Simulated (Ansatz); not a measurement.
**CH₈BNOSi: a ladder of functionals and wavefunction methods**

One table from this session's results is given with a row withheld; the runs are named, their logs left out.

Program: Ansatz 0.2.0, Gaussian basis. Level of theory: functionals in def2-TZVPP, the program's frozen cores in correlated methods. These are calculated values, not measurements.

Plan: LDA (SPW92), PBE-D4, revPBE-D4, BLYP-D4, r2SCAN-D4, B97M-V, PBE0-D4, B3LYP-D4, r2SCANh-D4, r2SCAN0-D4, HSE06-D4, BHLYP-D4, CAM-B3LYP-D4, LC-ωPBE, ωB97X-V, ωB97M-V, B2PLYP, PBE-QIDH; CCSD(T)/def2-SVP; CCSD(T)/def2-TZVPP; MP2/def2-QZVPP; extrapolation to the limit; RPA on PBE.

## Structure used throughout

All runs share one geometry, relaxed beforehand with PBE0-D4 in a triple-zeta def2 set.

SMILES `CB(N)O[SiH3]`, 13 atoms, charge 0, spin multiplicity 1.

Atoms are counted from 1 here; the program's logs count them from 0.

Bond lengths: C1–B2 1.576 Å, C1–H6 1.095 Å, C1–H7 1.092 Å, C1–H8 1.095 Å, B2–N3 1.401 Å, B2–O4 1.382 Å, N3–H9 1.005 Å, N3–H10 1.003 Å, O4–Si5 1.638 Å, Si5–H11 1.488 Å, Si5–H12 1.483 Å, Si5–H13 1.488 Å. Angles: B2–C1–H6 110.8°, B2–C1–H7 113.5°, B2–C1–H8 110.8°, H6–C1–H7 107.6°, H6–C1–H8 106.2°, H7–C1–H8 107.6°, C1–B2–N3 122.1°, C1–B2–O4 121.2°, N3–B2–O4 116.7°, B2–N3–H9 122.2°, B2–N3–H10 123.2°, H9–N3–H10 114.7°, B2–O4–Si5 132.9°, O4–Si5–H11 111.1°, O4–Si5–H12 107.5°, O4–Si5–H13 111.1°, H11–Si5–H12 109.3°, H11–Si5–H13 108.5° and more.

The first run:

in.yaml reads:

```yaml
crystal:
  periodic: [false, false, false]
  atoms:
    - {symbol: C, position_ang: [0.020866, 1.328968, -0.696348]}
    - {symbol: B, position_ang: [-0.272962, -0.219672, -0.669502]}
    - {symbol: N, position_ang: [-0.791529, -0.898791, -1.780061]}
    - {symbol: O, position_ang: [-0.029015, -0.975401, 0.461497]}
    - {symbol: Si, position_ang: [0.557653, -0.603596, 1.944849]}
    - {symbol: H, position_ang: [1.076012, 1.528357, -0.480339]}
    - {symbol: H, position_ang: [-0.214970, 1.800996, -1.652155]}
    - {symbol: H, position_ang: [-0.553818, 1.846922, 0.079049]}
    - {symbol: H, position_ang: [-0.980169, -1.886204, -1.763288]}
    - {symbol: H, position_ang: [-1.004134, -0.446583, -2.649687]}
    - {symbol: H, position_ang: [-0.310526, 0.391609, 2.630507]}
    - {symbol: H, position_ang: [0.588871, -1.856089, 2.737736]}
    - {symbol: H, position_ang: [1.933921, -0.045313, 1.852541]}
basis:
  gaussian: {orbitals: def2-TZVPP}
hamiltonian: {xc: lda}
output: {orbitals: {seedname: orbitals}}
```

Steps of the session up to this table: LDA; PBE-D4 (GGA); revPBE-D4 (GGA); BLYP-D4 (GGA); r2SCAN-D4 (meta-GGA); B97M-V (meta-GGA); PBE0-D4 (hybrid); B3LYP-D4 (hybrid); r2SCANh-D4 (hybrid); r2SCAN0-D4 (hybrid); HSE06-D4 (hybrid); BHLYP-D4 (hybrid); CAM-B3LYP-D4 (range-separated); LC-ωPBE-D4 (range-separated; the results give it without D4); ωB97X-V (range-separated); ωB97M-V (range-separated); B2PLYP (double hybrid); PBE-QIDH (double hybrid).

One table of the session follows, with a row left open; its other results are not shown here.

It belongs to the step «Orbital energies across the functionals». 

| functional | HOMO (eV) | LUMO (eV) | gap (eV) |
| --- | --- | --- | --- |
| LDA (SPW92) | -6.54 | -0.69 | 5.85 |
| PBE-D4 | -6.38 | -0.45 | 5.93 |
| revPBE-D4 | -6.32 | -0.34 | 5.98 |
| BLYP-D4 | -6.25 | -0.35 | 5.90 |
| r2SCAN-D4 | -6.67 | 0.05 | 6.72 |
| B97M-V | -6.77 | -0.32 | 6.45 |
| PBE0-D4 | ? | ? | ? |
| B3LYP-D4 | -7.54 | 0.13 | 7.67 |
| r2SCANh-D4 | -7.20 | 0.31 | 7.51 |
| r2SCAN0-D4 | -8.00 | 0.70 | 8.69 |
| HSE06-D4 | -7.38 | 0.01 | 7.39 |
| BHLYP-D4 | -9.11 | 1.10 | 10.20 |
| CAM-B3LYP-D4 | -9.21 | 1.24 | 10.45 |
| LC-ωPBE | -10.62 | 2.46 | 13.07 |
| ωB97X-V | -10.24 | 2.26 | 12.50 |
| ωB97M-V | -10.16 | 1.85 | 12.00 |

Estimate the missing values for PBE0-D4.

The run gave: HOMO (eV): -7.78; LUMO (eV): 0.38; gap (eV): 8.16. In the column «HOMO (eV)» it lies between r2SCAN0-D4 (-8.00) and B3LYP-D4 (-7.54).
